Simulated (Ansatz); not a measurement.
# MoH3: the cost of one run

Computed with Ansatz 0.2.0 (DFT PBE, scalar-relativistic, plane waves, PAW, unless a step's input says otherwise).

1 further run of the same task is left out (it didn't finish).

### Step 1. The system as given

It takes space group P4/mmm (No. 123, tetragonal). Conventional cell: a = 3.632 Å, b = 3.632 Å, c = 3.426 Å, α = 90.00°, β = 90.00°, γ = 90.00°. H (site symmetry mmm) is surrounded by 8 H at 2.50 to 2.57 Å and 4 Mo at 2.50 Å. H (site symmetry 4/mmm) is surrounded by 8 H at 2.50 Å and 4 Mo at 2.57 Å. Around Mo (site symmetry 4/mmm) lie 12 H at 2.50 to 2.57 Å.

Coordinates:

```cif
data_structure
_symmetry_space_group_name_H-M 'P 1'
_symmetry_Int_Tables_number 1
_cell_length_a 3.6318
_cell_length_b 3.6318
_cell_length_c 3.4262
_cell_angle_alpha 90.000
_cell_angle_beta 90.000
_cell_angle_gamma 90.000
_cell_volume 45.19
loop_
_atom_site_label
_atom_site_type_symbol
_atom_site_fract_x
_atom_site_fract_y
_atom_site_fract_z
_atom_site_occupancy
H1 H 0.00000 0.50000 0.50000 1
H2 H 0.50000 0.00000 0.50000 1
H3 H 0.50000 0.50000 0.00000 1
Mo1 Mo 0.00000 0.00000 0.00000 1
```

The cell is invented: species swapped into a database cell of Ti3Ag (P4/mmm, No. 123), with H on the Ti sites and Mo on the Ag sites. Lengths come from tabulated atomic sizes and are only a guess.

### Step 2. The guess as it stands, on a coarse mesh

The input, input.yaml:

```yaml
crystal:
  lattice:
    - [3.63181943, 0.0, 0.0]
    - [0.0, 3.63181943, 0.0]
    - [0.0, 0.0, 3.42624495]
  atoms:
    - { symbol: H, position: [0.0, 0.5, 0.5] }
    - { symbol: H, position: [0.5, 0.0, 0.5] }
    - { symbol: H, position: [0.5, 0.5, 0.0] }
    - { symbol: Mo, position: [0.0, 0.0, 0.0] }
basis:
  ecutwfc: 420
kpoints:
  mp_grid: { grid: [6, 6, 6] }
hamiltonian:
  xc: pbe
scf:
  occupations: { method: gaussian, width: 0.1 }
  lower_state_search: "off"
output:
  forces: true
  stress: true
  eigenvalues: true
```

On the command line:

```bash
ansatz run input.yaml --threads 1 --pin off --max-ram 2560MiB --backend cpu --events-out ev --progress --plain --runs-dir out
```

What time and memory should one allow on 1 thread of Intel Xeon at 2.70GHz, shared host?

About 2.5 s, with a peak of 0.32 GiB.
